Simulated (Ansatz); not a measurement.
Runs of Ansatz 0.2.0 on Ca3AsP. The structure is cubic, space group Pm-3m (No. 221). Conventional cell: a = 5.334 Å, b = 5.334 Å, c = 5.334 Å, α = 90.00°, β = 90.00°, γ = 90.00°. As (site symmetry m-3m) has 12 Ca at 3.77 Å as nearest neighbours. Ca (site symmetry 4/mmm) is surrounded by 2 P at 2.67 Å. P (site symmetry m-3m) is surrounded by 6 Ca at 2.67 Å. The cell comes from a database or a generator and needn't be the stable form of this composition.

```tsv
level	gap on the mesh (eV)	pressure (GPa)	relaxed volume (Å³/atom)
PBE	0.19	0.0	30.28
PBE+D4	(b)	0.0	(a)
PBE+D3(BJ)-ATM	0.28	0.0	29.20
PBE+D3(BJ)	0.29	0.0	29.09
```

Alike in all rows: task relaxation of cell and atoms; potentials or basis Ansatz PAW; no spin polarisation; cell relaxed; k mesh 5 × 5 × 5; cutoff (eV) 420; smearing fermi-dirac 0.05 eV.

Q: Estimate the missing entries.

A: (a) 29.57; (b) 0.25.

Caveats: odd divisions of the mesh miss points on the zone boundary, where band edges often lie, so the gap on the mesh can be too wide; the plane-wave basis is chosen anew once the cell has moved, so the energies of steps on either side of that aren't comparable.

A k mesh can miss the band edges, and the runs leave out spin-orbit coupling on As.
